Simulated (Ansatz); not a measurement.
## KSr3, space group Pm-3m: a relaxation driven by ASE, step by step

Program: the Ansatz DFT code, driven from Python.

Interactive session:
```pycon
>>> import warnings
>>> import ansatz as az
>>> from ase import Atoms
>>> from ase.calculators.calculator import Calculator, all_changes
>>> from ase.optimize import BFGSLineSearch
>>> import numpy as np
>>> class DFT(Calculator):
...     implemented_properties = ['energy', 'free_energy', 'forces']
...     def calculate(self, atoms=None, properties=('energy',), system_changes=all_changes):
...         super().calculate(atoms, properties, system_changes)
...         bare = self.atoms.copy()
...         bare.set_constraint()
...         bare.set_momenta(None)
...         job = (
...             az.Crystal.from_ase(bare).calculation()
...             .functional('r2scan')
...             .pseudopotentials('paw')
...             .basis(19 * az.Ha, density_ratio=6)
...             .accuracy('low')
...             .kpoints(2, 2, 2)
...             .occupations(az.OccupationsMethod.FERMI_DIRAC, width=0.05)
...             .scf(extra_bands=6, self_checks='high')
...             .forces()
...         )
...         report = job.run().report
...         self.results['free_energy'] = report['lagrangian_ev']
...         self.results['energy'] = report.get('lagrangian_sigma0_ev', report['lagrangian_ev'])
...         self.results['forces'] = np.array(report['forces_ev_ang'])
...
>>> warnings.simplefilter('ignore')
>>> atoms = Atoms(
...     ['K', 'Sr', 'Sr', 'Sr'],
...     cell=[(6.152297, 0.0, 0.0), (0.0, 6.152297, 0.0), (0.0, 0.0, 6.152297)],
...     scaled_positions=[
...         (0.0, 0.0, 0.0),
...         (0.5, 0.0, 0.5),
...         (0.0, 0.5, 0.5),
...         (0.5, 0.5, 0.0),
...     ],
...     pbc=True,
... )
>>> atoms.rattle(0.1, seed=48)
>>> atoms.calc = DFT()
>>> before = atoms.get_potential_energy(), atoms.get_volume()
>>> optimiser = BFGSLineSearch(atoms, logfile=None)
>>> def tell():
...     fmax = np.linalg.norm(atoms.get_forces(), axis=1).max()
...     print(f'step {optimiser.nsteps:2d}  E = {atoms.get_potential_energy():.5f} eV  fmax = {fmax:.4f}  V = {atoms.get_volume():.3f} A^3')
...
>>> optimiser.attach(tell)
>>> met = optimiser.run(fmax=0.03, steps=12)
step  0  E = -12207.54651 eV  fmax = 0.6941  V = 232.869 A^3
step  1  E = -12207.77899 eV  fmax = 0.1095  V = 232.869 A^3
step  2  E = -12207.78581 eV  fmax = 0.0580  V = 232.869 A^3
step  3  E = -12207.78787 eV  fmax = 0.0245  V = 232.869 A^3
>>> print('threshold met:', bool(met), ' energy gained:', round(before[0] - atoms.get_potential_energy(), 5), 'eV')
threshold met: True  energy gained: 0.24136 eV
>>> print('cell lengths and angles:', np.round(atoms.cell.cellpar(), 3))
cell lengths and angles: [ 6.152  6.152  6.152 90.    90.    90.   ]
>>> np.round(atoms.get_scaled_positions(), 4)
array([[0.9906, 0.0051, 0.0039],
       [0.4909, 0.0082, 0.5049],
       [0.9894, 0.5075, 0.5052],
       [0.49  , 0.5085, 0.0044]])
```

Notes:
- These settings explore the input space; cutoff and mesh may be short of convergence.
- For a metal this mesh is far too coarse, so the numbers only illustrate the procedure.
- The structure comes from a database of computed cells and needn't be a stable or known phase.
- The whole script took 87 s on 1 thread of Arm Neoverse V2, with other jobs on the host, peak memory 1 GiB.
